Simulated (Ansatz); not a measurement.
# BaCu3: the cost of one run

Method: DFT PBE, scalar-relativistic, plane waves, PAW, in Ansatz 0.2.0.

1 further run of the same task is left out (it didn't finish).

## 1. The starting structure

It takes space group Pm-3m (No. 221, cubic). Conventional cell: a = 4.204 Å, b = 4.204 Å, c = 4.204 Å, α = 90.00°, β = 90.00°, γ = 90.00°. Ba (site symmetry m-3m) is surrounded by 12 Cu at 2.97 Å. Around Cu (site symmetry 4/mmm) lie 4 Ba at 2.97 Å and 8 Cu at 2.97 Å.

Structure file:

```cif
data_structure
_symmetry_space_group_name_H-M 'Pm-3m'
_symmetry_Int_Tables_number 221
_cell_length_a 4.2035
_cell_length_b 4.2035
_cell_length_c 4.2035
_cell_angle_alpha 90.000
_cell_angle_beta 90.000
_cell_angle_gamma 90.000
_cell_volume 74.28
loop_
_atom_site_label
_atom_site_type_symbol
_atom_site_symmetry_multiplicity
_atom_site_Wyckoff_symbol
_atom_site_fract_x
_atom_site_fract_y
_atom_site_fract_z
_atom_site_occupancy
Ba1 Ba 1 a 0.00000 0.00000 0.00000 1
Cu1 Cu 3 c 0.00000 0.50000 0.50000 1
```

This is candidate A: Cu3Au (L1_2) type (Pm-3m, No. 221).

(A quick probe on a coarse mesh, which set the mesh and smearing, is not shown.)

## 3. Coarse relaxation (candidate A)

The input, input.yaml:

```yaml
crystal:
  lattice:
    - [4.2035369719, 0.0, 0.0]
    - [0.0, 4.2035369719, 0.0]
    - [0.0, 0.0, 4.2035369719]
  atoms:
    - { symbol: Ba, position: [0.0, 0.0, 0.0] }
    - { symbol: Cu, position: [0.0, 0.5, 0.5] }
    - { symbol: Cu, position: [0.5, 0.0, 0.5] }
    - { symbol: Cu, position: [0.5, 0.5, 0.0] }
basis:
  ecutwfc: 420
kpoints:
  mp_grid: { grid: [4, 4, 4] }
hamiltonian:
  xc: pbe
scf:
  occupations: { method: gaussian, width: 0.1 }
  lower_state_search: "off"
output:
  forces: true
  stress: true
  eigenvalues: true
relax:
  adjacent_minimum: "off"
  f_tol: 0.04
  max_steps: 70
  cell: { stress_tol: 0.4 }
```

Launch:

```bash
$ ansatz run input.yaml --threads 1 --pin off --max-ram 2560MiB --backend cpu --events-out ev --progress --plain --runs-dir out
```

**Question.** How long does this run take on 1 thread of Arm Neoverse N1, shared host, and how much memory does it need?

About 19 s, with a peak of 0.35 GiB.
